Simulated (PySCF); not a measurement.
**[CeF3(NH3)]+: other functionals and bases at one geometry**

One table from this session's results is given with a row withheld; the runs are named, their logs left out.

The runs use PySCF 2.14.0; several levels, as the steps say, no spin–orbit coupling.

1 further run of the same task is left out (for a known fault of the program).

### Starting geometry

8 atoms, charge 1, spin multiplicity 1.

Bond lengths: Ce1–F2 1.995 Å, Ce1–F3 1.995 Å, Ce1–F4 1.995 Å, Ce1–N5 2.513 Å, N5–H6 1.028 Å, N5–H7 1.028 Å, N5–H8 1.028 Å. Angles: F2–Ce1–F3 113.8°, F2–Ce1–F4 113.8°, F2–Ce1–N5 104.7°, F3–Ce1–F4 113.8°, F3–Ce1–N5 104.7°, F4–Ce1–N5 104.7°, Ce1–N5–H6 113.9°, Ce1–N5–H7 113.9°, Ce1–N5–H8 113.9°, H6–N5–H7 104.7°, H6–N5–H8 104.7°, H7–N5–H8 104.7°.

Coordinates:

| atom | x (Å) | y (Å) | z (Å) |
| --- | --- | --- | --- |
| Ce1 | 0.06711 | -0.06711 | 0.06711 |
| F2 | 1.14747 | 1.21525 | 1.14747 |
| F3 | -1.21525 | -1.14747 | 1.14747 |
| F4 | 1.14747 | -1.14747 | -1.21525 |
| N5 | -1.38403 | 1.38403 | -1.38403 |
| H6 | -2.00850 | 2.00850 | -0.85720 |
| H7 | -0.85720 | 2.00850 | -2.00850 |
| H8 | -2.00850 | 0.85720 | -2.00850 |

Formal oxidation states: Ce +4. The 4f shell is empty and lies in the core potential. An earlier session relaxed this geometry at PBE0, Ce lcecp-2-SVP with ECP46, F def2-SVP, N def2-SVP, H def2-SVP (singlet, point group C3v).

At PBE0 on the finer grid: E = -394.036670 Eh, frontier levels not given, since the 4f levels lie in the core, Mulliken charge on Ce1 +1.83 e, largest force component 0.007 eV/Å. The large-core potential holds the 4f shell empty.

Levels to run: M06-L; TPSSh; PBE0, TZVP. Hardware: 2 threads of AMD EPYC 9B45 (Zen 5), shared host.

The first run:

The input, run.py (the lines that set the calculation):

```python
mol = gto.M(atom='''
Ce     0.06711    -0.06711     0.06711
F      1.14747     1.21525     1.14747
F     -1.21525    -1.14747     1.14747
F      1.14747    -1.14747    -1.21525
N     -1.38403     1.38403    -1.38403
H     -2.00850     2.00850    -0.85720
H     -0.85720     2.00850    -2.00850
H     -2.00850     0.85720    -2.00850''',
    basis={'Ce': 'lcecp-2-SVP', 'F': 'def2-SVP', 'N': 'def2-SVP', 'H': 'def2-SVP'},
    ecp={'Ce': 'lcecp-2-SVP'},
    charge=1, spin=0)
mf = dft.RKS(mol, xc='M06L')
mf.grids.atom_grid = (75, 302)  # f atoms: unpruned, at least (60, 302)
mf = mf.density_fit()  # fitting sets: Ce AutoAux, F def2-universal-JKFIT, N def2-universal-JKFIT, H def2-universal-JKFIT
mf.conv_tol = 1e-08; mf.max_cycle = 55
mf.kernel(dm0)  # dm0: the density of the relaxed state
```

On the command line:

```
> OMP_NUM_THREADS=2 python run.py
```

Among the steps run: M06-L; TPSSh; PBE0, TZVP.

One table of the session follows, with a row left open; its other results are not shown here.

| level | charge on Ce1 (e) | dipole (D) | largest force component (eV/Å) |
| --- | --- | --- | --- |
| PBE0 (relaxed here) | 1.83 | 7.77 | 0.01 |
| M06-L | 1.91 | 7.62 | 0.26 |
| TPSSh | 1.78 | 7.65 | 0.20 |
| PBE0, TZVP | ? | ? | ? |

**Question.** Estimate the row for PBE0, TZVP.

As computed: charge on Ce1 (e): 2.01; dipole (D): 7.77; largest force component (eV/Å): 0.29. In the column «charge on Ce1 (e)» it is the highest.

The dipole of a charged species depends on the origin, so these sizes hold for this origin alone.

The largest leftover force, 0.29 eV/Å with PBE0, TZVP, stands at a geometry relaxed at another level. With 4f in the core, its levels are missing from HOMO and gap, and its count is fixed, so no charge can pass from the ligands into it. Total energies of different levels can't be compared.
